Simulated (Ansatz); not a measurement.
**ZnF₂: small, medium and large basis sets**

Aim: see how fast density functionals converge with the basis set for ZnF₂.

Method: one geometry, several basis sets; program: Ansatz 0.2.0, Gaussian basis.

Plan: PBE0-D4/def2-SVP; ωB97M-V/def2-SVP; PBE0-D4/def2-QZVPP; ωB97M-V/def2-QZVPP; the functionals' def2-TZVPP values are taken from earlier runs.

**1. Structure used throughout**

All runs share one geometry, relaxed beforehand with PBE0-D4 in a triple-zeta def2 set.

SMILES `[F][Zn][F]`, 3 atoms, charge 0, spin multiplicity 1.

Atoms are counted from 1 here; the program's logs count them from 0.

Bond lengths: F1–Zn2 1.732 Å, Zn2–F3 1.732 Å. Angles: F1–Zn2–F3 180.0°.

**2. PBE0-D4 in def2-SVP**

in.yaml reads:

```yaml
crystal:
  periodic: [false, false, false]
  atoms:
    - {symbol: F, position_ang: [-1.404909, 0.723124, -0.697381]}
    - {symbol: Zn, position_ang: [-0.003723, -0.021837, -0.004478]}
    - {symbol: F, position_ang: [1.397732, -0.766087, 0.688659]}
basis:
  gaussian: {orbitals: def2-SVP}
hamiltonian: {xc: pbe0, dispersion: d4}
output: {orbitals: {seedname: orbitals}}
```

After this run come: ωB97M-V in def2-SVP; PBE0-D4 in def2-QZVPP; ωB97M-V in def2-QZVPP.

**Question.** What will the summary of the whole plan be? Wanted: PBE0-D4: double and triple zeta above quadruple; ωB97M-V: double and triple zeta above quadruple.

The runs gave:

```
                                       quantity           value
PBE0-D4: double and triple zeta above quadruple  15.76, 1.62 eV
ωB97M-V: double and triple zeta above quadruple  15.89, 1.57 eV
```

**Reading.** For PBE0-D4 the step from double to triple zeta gains 14.14 eV and the next only 1.62 eV. Total energies overstate the basis error of differences, where much of it tends to cancel.
